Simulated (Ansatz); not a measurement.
# KLiBr2: how the settings move a single-point run

How sensitive is a single-point run of KLiBr2 to its settings? A reference run comes first, then three runs with altered input. The cell is built on a prototype (ordering on rocksalt) and needn't be the phase found in nature.

Method: reference: DFT, HSE06, plane waves, PAW, in Ansatz 0.2.0.

## Step 1: Starting point

Symmetry: R-3m, No. 166, trigonal system. The conventional cell has a = 4.218 Å, b = 4.218 Å, c = 21.594 Å, α = 90.00°, β = 90.00°, γ = 120.00°. Li (site symmetry -3m) is surrounded by 6 Br at 2.86 Å. K (site symmetry -3m) is surrounded by 6 Br at 3.22 Å. Br (site symmetry 3m) has 3 Li at 2.86 Å and 3 K at 3.22 Å in its first shell of neighbours.

Structure file:

```
Li K Br
1.0
     2.10909    1.21768    7.19814
    -2.10909    1.21768    7.19814
     0.00000   -2.43536    7.19814
Li K Br
1 1 2
Direct
  0.00000 0.00000 0.00000
  0.50000 0.50000 0.50000
  0.26433 0.26433 0.26433
  0.73567 0.73567 0.73567
```

## Step 2: Reference

input.yaml reads:

```yaml
crystal:
  lattice:
    - [2.109086796, 1.2176818294, 7.1981408104]
    - [-2.109086796, 1.2176818294, 7.1981408104]
    - [0.0, -2.4353636589, 7.1981408104]
  atoms:
    - { symbol: Li, position: [1.0, 0.0, 0.0] }
    - { symbol: K, position: [0.5, 0.5, 0.5] }
    - { symbol: Br, position: [0.2643297172, 0.2643297172, 0.2643297172] }
    - { symbol: Br, position: [0.7356702828, 0.7356702828, 0.7356702828] }
kpoints:
  mp_grid: { grid: [4, 4, 4] }
hamiltonian:
  xc: hse06
scf:
  occupations: { method: fixed }
  n_extra_bands: 5
output:
  forces: true
  stress: true
  eigenvalues: true
```

The run is started by

```sh
> ansatz run input.yaml --threads 4 --pin off --max-ram 3686MiB --backend cpu --events-out ev --progress --plain --runs-dir out
```

## Step 3: Variant: exchange pbe, correlation pbe, coeff 0.35, omega 0.2078

input.yaml, as its differences from that of step 2:

```diff
@@ -13,3 +13,6 @@
 hamiltonian:
-  xc: hse06
+  xc:
+    exchange: pbe
+    correlation: pbe
+    exx: { coeff: 0.35, omega: 0.2078 }
 scf:
```

## Step 4: Changing settings: exchange pbe, correlation pbe, coeff 0.75, omega 0.2078

input.yaml, as its differences from that of step 2:

```diff
@@ -13,3 +13,6 @@
 hamiltonian:
-  xc: hse06
+  xc:
+    exchange: pbe
+    correlation: pbe
+    exx: { coeff: 0.75, omega: 0.2078 }
 scf:
```

## Step 5: Changing settings: occupations.method cold, occupations.width 0.05

input.yaml, as its differences from that of step 2:

```diff
@@ -15,3 +15,3 @@
 scf:
-  occupations: { method: fixed }
+  occupations: { method: cold, width: 0.05 }
   n_extra_bands: 5
```

**Question.** What will these runs give? Wanted: for each run, ending; energy change; pressure; gap; force.

As calculated:

```csv
run,ending,energy change,pressure (GPa),gap (eV),force (eV/Å),cycles,time
reference,converged,0,0.3,5.59,0.03,14,18 s
"1: exchange pbe, correlation pbe, coeff 0.35, omega 0.2078",converged,not comparable,0.1,6.07,0.03,15,18 s
"2: exchange pbe, correlation pbe, coeff 0.75, omega 0.2078",converged,not comparable,-0.5,8.07,0.01,18,19 s
"3: occupations.method cold, occupations.width 0.05",converged,0.0 meV/atom (σ→0),0.3,5.59,0.03,14,18 s
```

Residual by cycle in the longest SCF loop of each run; runs are numbered as in the table. The quantity is the density residual dr2, in eV.

```csv
cycle,reference,run 1,run 2,run 3
1,0.00825,0.0147,0.0481,0.0083
2,0.00151,0.0032,0.0205,0.0015
3,4.0e-4,8.5e-4,0.00501,4.0e-4
4,1.7e-5,2.6e-5,6.0e-4,1.6e-5
5,2.0e-6,9.7e-6,2.0e-4,1.9e-6
6,2.7e-7,5.7e-7,4.6e-5,2.5e-7
7,-,-,2.0e-5,-
```

**Reading.** «occupations.method cold, occupations.width 0.05» leaves the energy as it was.
